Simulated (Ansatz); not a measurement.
# CH7BOSi: a ladder of functionals and wavefunction methods

One table from this session's results is given with a row withheld; the runs are named, their logs left out.

The runs use Ansatz 0.2.0, Gaussian basis; functionals in def2-TZVPP, the program's frozen cores in correlated methods.

Levels to be run: LDA (SPW92), PBE-D4, revPBE-D4, BLYP-D4, r2SCAN-D4, B97M-V, PBE0-D4, B3LYP-D4, r2SCANh-D4, r2SCAN0-D4, HSE06-D4, BHLYP-D4, CAM-B3LYP-D4, LC-ωPBE, ωB97X-V, ωB97M-V, B2PLYP, PBE-QIDH; CCSD(T)/def2-SVP; CCSD(T)/def2-TZVPP; MP2/def2-QZVPP; extrapolation to the limit; RPA on PBE.

## The geometry

The geometry comes from an earlier relaxation with PBE0-D4 in a triple-zeta def2 set; it is a stationary point, not always the lowest conformer.

11 atoms, charge 0, spin multiplicity 1.

Atoms are counted from 1 here; the program's logs count them from 0.

Bond lengths: B1–O2 1.344 Å, B1–H5 1.205 Å, B1–H6 1.200 Å, O2–Si3 1.663 Å, Si3–C4 1.855 Å, Si3–H7 1.485 Å, Si3–H8 1.488 Å, C4–H9 1.093 Å, C4–H10 1.092 Å, C4–H11 1.092 Å. Angles: O2–B1–H5 120.2°, O2–B1–H6 118.1°, H5–B1–H6 121.7°, B1–O2–Si3 132.5°, O2–Si3–C4 108.8°, O2–Si3–H7 106.8°, O2–Si3–H8 109.0°, C4–Si3–H7 111.1°, C4–Si3–H8 111.5°, H7–Si3–H8 109.5°, Si3–C4–H9 110.3°, Si3–C4–H10 111.0°, Si3–C4–H11 110.8°, H9–C4–H10 108.1°, H9–C4–H11 108.2°, H10–C4–H11 108.4°.

The first run:

The input, in.yaml:

```yaml
crystal:
  periodic: [false, false, false]
  atoms:
    - {symbol: B, position_ang: [-0.857992, 2.029674, 0.470573]}
    - {symbol: O, position_ang: [0.057361, 1.048935, 0.559665]}
    - {symbol: Si, position_ang: [-0.061996, -0.609125, 0.504658]}
    - {symbol: C, position_ang: [0.958666, -1.235345, -0.912285]}
    - {symbol: H, position_ang: [-2.022716, 1.758895, 0.323178]}
    - {symbol: H, position_ang: [-0.478627, 3.165799, 0.539016]}
    - {symbol: H, position_ang: [0.452004, -1.119988, 1.800295]}
    - {symbol: H, position_ang: [-1.492983, -0.987200, 0.353532]}
    - {symbol: H, position_ang: [0.932949, -2.327845, -0.944345]}
    - {symbol: H, position_ang: [0.578990, -0.858687, -1.864864]}
    - {symbol: H, position_ang: [1.999844, -0.922014, -0.808723]}
basis:
  gaussian: {orbitals: def2-TZVPP}
hamiltonian: {xc: lda}
output: {orbitals: {seedname: orbitals}}
```

On the command line:

```
ansatz run in.yaml --threads 2 --pin off --events-out ev --progress --plain --max-ram 4352MiB
```

Steps of the session up to this table: LDA; PBE-D4 (GGA); revPBE-D4 (GGA); BLYP-D4 (GGA); r2SCAN-D4 (meta-GGA); B97M-V (meta-GGA); PBE0-D4 (hybrid); B3LYP-D4 (hybrid); r2SCANh-D4 (hybrid); r2SCAN0-D4 (hybrid); HSE06-D4 (hybrid); BHLYP-D4 (hybrid); CAM-B3LYP-D4 (range-separated); LC-ωPBE (range-separated); ωB97X-V (range-separated); ωB97M-V (range-separated); B2PLYP (double hybrid); PBE-QIDH (double hybrid).

One table of the session follows, with a row left open; its other results are not shown here.

It belongs to the step «Orbital energies across the functionals». 

```
  functional  HOMO (eV)  gap (eV)
 LDA (SPW92)      -6.89      5.09
      PBE-D4      -6.84      5.31
   revPBE-D4      -6.81      5.38
     BLYP-D4      -6.79      5.38
   r2SCAN-D4      -7.17      6.05
      B97M-V      -7.31      6.02
     PBE0-D4      -8.31      7.79
    B3LYP-D4      -8.12      7.35
  r2SCANh-D4      -7.71      6.94
  r2SCAN0-D4      -8.53      8.27
    HSE06-D4      -7.90      7.00
    BHLYP-D4      -9.76     10.21
CAM-B3LYP-D4      -9.79     10.32
     LC-ωPBE     -11.13     12.89
     ωB97X-V          ?         ?
     ωB97M-V     -10.68     12.01
```

Q: Estimate the row for ωB97X-V from the others.

As computed: HOMO (eV): -10.81; gap (eV): 12.44. In the column «HOMO (eV)» it lies between LC-ωPBE (-11.13) and ωB97M-V (-10.68).
